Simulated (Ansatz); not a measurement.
I need a geometry optimisation of CH6OSi2, SMILES C[Si]O[SiH3]. Use Ansatz 0.2.0 through its Python package. Use: PBE0, def2-SVP basis, multiplicity 1, D3BJ dispersion.

```xyz
10

C    -0.5833    1.4438   -1.2727
Si    0.9785    1.0286   -0.5212
O     0.8079    0.0679    0.8065
Si    0.5678   -1.4904    1.2308
H    -1.1737    0.5952   -1.6430
H    -1.2723    2.0334   -0.5732
H    -0.4613    2.1448   -2.1462
H    -0.8305   -1.8315    0.7556
H     0.5698   -1.6368    2.7498
H     1.4803   -2.4062    0.6165
```

`ch6osi2.py`
```python
# -*- coding: utf-8 -*-
import ansatz as az
import numpy as np

GEOMETRY = """
C    -0.58330    1.44380   -1.27270
Si    0.97850    1.02860   -0.52120
O     0.80790    0.06790    0.80650
Si    0.56780   -1.49040    1.23080
H    -1.17370    0.59520   -1.64300
H    -1.27230    2.03340   -0.57320
H    -0.46130    2.14480   -2.14620
H    -0.83050   -1.83150    0.75560
H     0.56980   -1.63680    2.74980
H     1.48030   -2.40620    0.61650
"""


def main():
    mol = az.Crystal.molecule()
    for line in GEOMETRY.strip().splitlines():
        symbol, *xyz = line.split()
        mol = mol.atom(symbol, [float(v) for v in xyz])

    calc = (
        mol.calculation()
        .basis(gaussian="def2-SVP")
        .functional("pbe0", dispersion="d3bj")
    )
    symbols = [site.symbol for site in mol.cartesian_sites]
    start = np.array([site.position_ang for site in mol.cartesian_sites], dtype=float)
    def progress(event):
        if event["event"] == "relax_step":
            row = event["data"]
            print(f"step {row['step']:3d}  E = {row['lagrangian_ev']:.6f} eV  max force {row['allowed_force_max_ev_ang']:.4f} eV/A")


    report = calc.relax(force_tolerance=0.02).session().plan().execute(on_event=progress).report
    end = np.array(report["positions_ang"])

    print("reference energy %16.6f eV" % report["reference_energy_ev"])
    print("total energy     %16.6f eV" % report["free_energy_ev"])
    print("occupied (up, down):", report["n_occupied"], " virtual:", report["n_virtual"], " frozen:", report["n_frozen"])

    print("bond        before    after (A)")
    for i, j in [(0, 1), (0, 4), (0, 5), (0, 6), (1, 2), (2, 3), (3, 7), (3, 8), (3, 9)]:
        d0, d1 = (np.linalg.norm(xyz[i] - xyz[j]) for xyz in (start, end))
        print(f"{symbols[i]}{i}-{symbols[j]}{j}".ljust(10), f"{d0:8.4f} {d1:8.4f}")
    with open("ch6osi2_opt.xyz", "w") as handle:
        handle.write(f"{len(symbols)}\nrelaxed CH6OSi2\n")
        handle.writelines(f"{s:2s} {x:11.6f} {y:11.6f} {z:11.6f}\n" for s, (x, y, z) in zip(symbols, end))


if __name__ == "__main__":
    main()
```

`python ch6osi2.py` gives:
```text
step   1  E = -18919.784072 eV  max force 3.3986 eV/A
step   2  E = -18920.185594 eV  max force 1.4480 eV/A
step   3  E = -18920.261368 eV  max force 0.2928 eV/A
step   4  E = -18920.194861 eV  max force 0.8247 eV/A
step   5  E = -18920.294564 eV  max force 0.2850 eV/A
step   6  E = -18920.315202 eV  max force 0.1410 eV/A
step   7  E = -18920.332069 eV  max force 0.0951 eV/A
step   8  E = -18920.334103 eV  max force 0.0372 eV/A
step   9  E = -18920.334208 eV  max force 0.1425 eV/A
step  10  E = -18920.335187 eV  max force 0.1256 eV/A
step  11  E = -18920.337111 eV  max force 0.0957 eV/A
step  12  E = -18920.337632 eV  max force 0.1402 eV/A
step  13  E = -18920.339059 eV  max force 0.0432 eV/A
step  14  E = -18920.339389 eV  max force 0.0163 eV/A
step  15  E = -18920.339669 eV  max force 0.0293 eV/A
step  16  E = -18920.339766 eV  max force 0.0379 eV/A
step  17  E = -18920.339855 eV  max force 0.0153 eV/A
reference energy    -18920.145465 eV
total energy        -18920.339884 eV
occupied (up, down): [24, 24]  virtual: [70, 70]  frozen: 0
bond        before    after (A)
C0-Si1       1.7822   1.9107
C0-H4        1.0981   1.1056
C0-H5        1.1453   1.1062
C0-H6        1.1266   1.1018
Si1-O2       1.6477   1.6717
O2-Si3       1.6328   1.6640
Si3-H7       1.5157   1.4954
Si3-H8       1.5260   1.4912
Si3-H9       1.4313   1.4907
```

`ch6osi2_opt.xyz`, as written:
```text
10
relaxed CH6OSi2
C    -0.578928    1.343905   -1.154334
Si    1.210691    1.348858   -0.485004
O     1.182186   -0.027115    0.463925
Si    0.445612   -1.373465    1.107197
H    -0.804987    0.397951   -1.680115
H    -1.300541    1.423158   -0.319661
H    -0.762914    2.180452   -1.847377
H    -0.943370   -1.535978    0.577546
H     0.388224   -1.230336    2.590353
H     1.247227   -2.578628    0.750369
```

Caveats:
- Total energies depend on the basis set; only differences at equal settings carry meaning.
- The end point is the stationary point reached from this start; no frequency run checks that it is a minimum, and the basis set is modest.
- Total less reference energy is the dispersion correction.
- Finished in 78 s on 1 thread of Intel(R) Xeon(R) Platinum 8488C (Sapphire Rapids), with other jobs on the host, peak memory 0.26 GiB.

(A comment or docstring line of the script was reworded after the run, the code is as it ran; lines on the test bed's own set-up are left out of the output.)
